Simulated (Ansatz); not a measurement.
Crystal: AgAu3.

```
Au Ag
1.0
    -2.05248    2.05248    4.15439
     2.05248   -2.05248    4.15439
     2.05248    2.05248   -4.15439
Au Ag
3 1
Direct
  0.50000 0.50000 0.00000
  0.25000 0.75000 0.50000
  0.75000 0.25000 0.50000
  0.00000 0.00000 0.00000
```

The cell comes from a database or a generator and needn't be the stable form of this composition.

| Property | Result |
| --- | --- |
| Program | Ansatz 0.2.0 |
| Task | single point |
| Functional | PBEsol |
| Potentials or basis | all-electron LAPW, scalar-relativistic |
| Cutoff | 244 eV (chosen from the basis error) |
| Basis error allowed | 0.001 eV/atom |
| k mesh | 9 × 9 × 9 |
| Occupations | fermi-dirac, width 0.05 eV |
| Spin | no spin polarisation |

On this cell: pressure -5.2 GPa; largest force under 0.003 eV/Å; band gap on the k mesh none (metal or under the smearing width).

The same run follows on a disturbed copy (atoms moved at random, drawn with an rms of 0.05 Å):

```xyz
4
Lattice="-2.0525 2.0525 4.1544 2.0525 -2.0525 4.1544 2.0525 2.0525 -4.1544" Properties=species:S:1:pos:R:3 pbc="T T T"
Au   -0.0290    0.0072    4.1655
Au    2.0278   -0.0368    2.0454
Au    0.0107    2.0656    2.0947
Ag   -0.0197    0.0354    0.0276
```

Question: What changes?

Answer: The energy (extrapolated to zero smearing) moves by +4.7 meV/atom; pressure -5.0 GPa; largest force 0.386 eV/Å; band gap on the k mesh none (metal or under the smearing width).

Forces on the atoms (eV/Å):
```
Au   0.071  0.025 -0.142
Au   0.119  0.273  0.246
Au  -0.186 -0.142  0.064
Ag  -0.004 -0.155 -0.167
```

Stress tensor (GPa, compression positive):
```
-4.86  0.12 -0.03
 0.12 -4.90  0.12
-0.03  0.12 -5.15
```
